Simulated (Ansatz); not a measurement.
**C₂H₉ClGeSi: small, medium and large basis sets**

One table from this session's results is given with a row withheld; the runs are named, their logs left out.

The runs use Ansatz 0.2.0, Gaussian basis; one geometry, several basis sets.

The runs, in order: PBE0-D4/def2-SVP; ωB97M-V/def2-SVP; PBE0-D4/def2-QZVPP; ωB97M-V/def2-QZVPP; the functionals' def2-TZVPP values are taken from earlier runs.

## The geometry

An earlier PBE0-D4 in a triple-zeta def2 set relaxation fixed the geometry.

SMILES `C[Si](C)(Cl)[GeH3]`, 14 atoms, charge 0, spin multiplicity 1.

Atoms are counted from 1 here; the program's logs count them from 0.

Bond lengths: C1–Si2 1.864 Å, C1–H6 1.094 Å, C1–H7 1.093 Å, C1–H8 1.092 Å, Si2–C3 1.864 Å, Si2–Cl4 2.078 Å, Si2–Ge5 2.382 Å, C3–H9 1.093 Å, C3–H10 1.092 Å, C3–H11 1.094 Å, Ge5–H12 1.542 Å, Ge5–H13 1.538 Å, Ge5–H14 1.538 Å. Angles: Si2–C1–H6 110.2°, Si2–C1–H7 110.4°, Si2–C1–H8 111.1°, H6–C1–H7 108.4°, H6–C1–H8 108.3°, H7–C1–H8 108.3°, C1–Si2–C3 111.5°, C1–Si2–Cl4 107.7°, C1–Si2–Ge5 111.5°, C3–Si2–Cl4 107.7°, C3–Si2–Ge5 111.5°, Cl4–Si2–Ge5 106.7°, Si2–C3–H9 110.4°, Si2–C3–H10 111.1°, Si2–C3–H11 110.2°, H9–C3–H10 108.3°, H9–C3–H11 108.4°, H10–C3–H11 108.3° and more.

Set-up of the first run:

Input file in.yaml:

```yaml
crystal:
  periodic: [false, false, false]
  atoms:
    - {symbol: C, position_ang: [-1.775685, 0.530905, 0.290462]}
    - {symbol: Si, position_ang: [-0.000356, 0.410889, -0.264979]}
    - {symbol: C, position_ang: [1.171121, 1.019213, 1.051204]}
    - {symbol: Cl, position_ang: [0.225636, 1.635370, -1.928565]}
    - {symbol: Ge, position_ang: [0.546350, -1.799476, -0.964006]}
    - {symbol: H, position_ang: [-1.942868, -0.105930, 1.163776]}
    - {symbol: H, position_ang: [-2.020772, 1.560715, 0.562753]}
    - {symbol: H, position_ang: [-2.457590, 0.213947, -0.500916]}
    - {symbol: H, position_ang: [0.934060, 2.050495, 1.325028]}
    - {symbol: H, position_ang: [2.205412, 0.985913, 0.703545]}
    - {symbol: H, position_ang: [1.089391, 0.396955, 1.946921]}
    - {symbol: H, position_ang: [0.435187, -2.786223, 0.215591]}
    - {symbol: H, position_ang: [1.986016, -1.864981, -1.501119]}
    - {symbol: H, position_ang: [-0.408902, -2.276992, -2.070896]}
basis:
  gaussian: {orbitals: def2-SVP}
hamiltonian: {xc: pbe0, dispersion: d4}
output: {orbitals: {seedname: orbitals}}
```

Run with:

```console
ansatz run in.yaml --threads 4 --pin off --events-out ev --progress --plain --max-ram 11315MiB
```

Among the steps run: PBE0-D4 in def2-SVP; ωB97M-V in def2-SVP; PBE0-D4 in def2-QZVPP; ωB97M-V in def2-QZVPP.

One table of the session follows, with a row left open; its other results are not shown here.

It belongs to the step «Density functionals: the series». 

```
functional       basis  HOMO (eV)  LUMO (eV)
   PBE0-D4    def2-SVP      -7.63       0.48
   PBE0-D4  def2-TZVPP      -7.69       0.27
   PBE0-D4  def2-QZVPP          ?          ?
   ωB97M-V    def2-SVP      -9.64       2.38
   ωB97M-V  def2-TZVPP      -9.73       2.04
   ωB97M-V  def2-QZVPP      -9.75       1.47
```

Q: Estimate the row for PBE0-D4, def2-QZVPP from the others.

As computed: HOMO (eV): -7.71; LUMO (eV): 0.15. In the column «HOMO (eV)» it lies between ωB97M-V, def2-SVP (-9.64) and PBE0-D4, def2-TZVPP (-7.69).
